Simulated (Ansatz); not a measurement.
# WO (septet): wave-function methods side by side, def2-TZVPP

An exercise on one series of results from a longer session: the logs are not shown, and one member is left open.

The runs use Ansatz 0.2.0, Gaussian basis; def2-TZVPP, core rule «outside noble gas», up to 5 orbitals frozen.

The runs, in order: UHF; ROHF; CCSD(T) on UHF.

## The system

The geometry is a PBE0/def2-TZVP stationary point (not a proven minimum) of the parent state, kept for this charge and spin. No spin-orbit coupling is included. Elements past krypton take def2 core potentials.

2 atoms, charge 0, spin multiplicity 7.

Atoms are counted from 1 here; the program's logs count them from 0.

Bond lengths: W1–O2 1.703 Å.

The first run:

Contents of in.yaml:

```yaml
crystal:
  periodic: [false, false, false]
  atoms:
    - {symbol: W, position_ang: [0.000000, 0.000000, 0.000000]}
    - {symbol: O, position_ang: [0.000000, 0.000000, 1.703200]}
basis:
  gaussian: {orbitals: def2-TZVPP}
magnetization: {spin_polarized: true, initial_magnetization: 6}
hamiltonian: {xc: hf}
output: {orbitals: {seedname: orbitals}}
```

Command:

```sh
> ansatz run in.yaml --threads 1 --pin off --events-out ev --progress --plain --max-ram 4096MiB --backend cpu
```

Steps of the session up to this table: UHF; ROHF; CCSD(T) on UHF.

One of the session's tables, all rows but one given; the rest of the session is left out.

| method | from UCCSD(T) (kJ/mol) |
| --- | --- |
| ROHF | ? |
| UHF | +806.6 |
| UMP2 | +70.3 |
| UCCSD | +28.1 |
| UCCSD(T) | 0 |

Q: Estimate the row for ROHF from the others.

**Answer.** from UCCSD(T) (kJ/mol): +831.7. In the column «from UCCSD(T) (kJ/mol)» it is the highest.
